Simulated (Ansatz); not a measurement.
# BFGaHO: one species, many methods

The task here is to estimate one member of a computed series from the others.

Method: functionals in def2-TZVPP, the program's frozen cores in correlated methods; program: Ansatz 0.2.0, Gaussian basis.

The runs, in order: LDA (SPW92), PBE-D4, revPBE-D4, BLYP-D4, r2SCAN-D4, B97M-V, PBE0-D4, B3LYP-D4, r2SCANh-D4, r2SCAN0-D4, HSE06-D4, BHLYP-D4, CAM-B3LYP-D4, LC-ωPBE, ωB97X-V, ωB97M-V, B2PLYP, PBE-QIDH; CCSD(T)/def2-SVP; CCSD(T)/def2-TZVPP; MP2/def2-QZVPP; extrapolation to the limit; RPA on PBE.

## The geometry

All runs share one geometry, relaxed beforehand with PBE0-D4 in a triple-zeta def2 set.

SMILES `F[B]1[O][GaH]1`, 5 atoms, charge 0, spin multiplicity 1.

Atoms are counted from 1 here; the program's logs count them from 0.

Bond lengths: F1–B2 1.311 Å, B2–O3 1.300 Å, B2–Ga4 2.003 Å, O3–Ga4 2.024 Å, Ga4–H5 1.559 Å. Angles: F1–B2–O3 137.0°, F1–B2–Ga4 150.9°, O3–B2–Ga4 72.1°, B2–O3–Ga4 70.3°, B2–Ga4–O3 37.7°, B2–Ga4–H5 152.3°, O3–Ga4–H5 114.7°.

As a file:

| atom | x (Å) | y (Å) | z (Å) |
| --- | --- | --- | --- |
| F1 | 1.1211 | -1.3164 | 1.4703 |
| B2 | 0.4684 | -0.6646 | 0.5382 |
| O3 | -0.0429 | -0.9302 | -0.6273 |
| Ga4 | -0.3613 | 1.0155 | -0.1683 |
| H5 | -1.1353 | 1.8221 | -1.2543 |

The first run:

Contents of in.yaml:

```yaml
crystal:
  periodic: [false, false, false]
  atoms:
    - {symbol: F, position_ang: [1.121075, -1.316404, 1.470275]}
    - {symbol: B, position_ang: [0.468402, -0.664602, 0.538210]}
    - {symbol: O, position_ang: [-0.042913, -0.930213, -0.627323]}
    - {symbol: Ga, position_ang: [-0.361332, 1.015520, -0.168286]}
    - {symbol: H, position_ang: [-1.135334, 1.822098, -1.254275]}
basis:
  gaussian: {orbitals: def2-TZVPP}
hamiltonian: {xc: lda}
output: {orbitals: {seedname: orbitals}}
```

The run is started by

```sh
$ ansatz run in.yaml --threads 2 --pin off --events-out ev --progress --plain --max-ram 4352MiB
```

Steps of the session up to this table: LDA; PBE-D4 (GGA); revPBE-D4 (GGA); BLYP-D4 (GGA); r2SCAN-D4 (meta-GGA); B97M-V (meta-GGA); B3LYP-D4 (hybrid); r2SCANh-D4 (hybrid); r2SCAN0-D4 (hybrid); HSE06-D4 (hybrid); BHLYP-D4 (hybrid); CAM-B3LYP-D4 (range-separated); LC-ωPBE (range-separated); ωB97X-V (range-separated); ωB97M-V (range-separated); B2PLYP (double hybrid); PBE-QIDH (double hybrid).

One table of the session follows, with a row left open; its other results are not shown here.

It belongs to the step «Frontier levels by functional». 

| functional | HOMO (eV) | LUMO (eV) | gap (eV) |
| --- | --- | --- | --- |
| LDA (SPW92) | -6.07 | -3.07 | 3.00 |
| PBE-D4 | -5.88 | -2.81 | 3.07 |
| revPBE-D4 | -5.80 | -2.70 | 3.10 |
| BLYP-D4 | -5.79 | -2.75 | 3.04 |
| r2SCAN-D4 | -6.10 | -2.62 | 3.48 |
| B97M-V | -6.08 | -2.73 | 3.35 |
| PBE0-D4 | -6.94 | -2.03 | 4.90 |
| B3LYP-D4 | -6.80 | -2.29 | 4.51 |
| r2SCANh-D4 | -6.50 | -2.34 | 4.16 |
| r2SCAN0-D4 | -7.10 | -1.93 | 5.17 |
| HSE06-D4 | -6.54 | -2.40 | 4.14 |
| BHLYP-D4 | -7.95 | -1.29 | 6.65 |
| CAM-B3LYP-D4 | ? | ? | ? |
| LC-ωPBE | -9.42 | 0.05 | 9.47 |
| ωB97X-V | -9.12 | -0.07 | 9.05 |
| ωB97M-V | -9.02 | -0.24 | 8.78 |

**Question.** Estimate the row for CAM-B3LYP-D4.

As computed: HOMO (eV): -8.24; LUMO (eV): -1.11; gap (eV): 7.13. In the column «HOMO (eV)» it lies between ωB97M-V (-9.02) and BHLYP-D4 (-7.95).
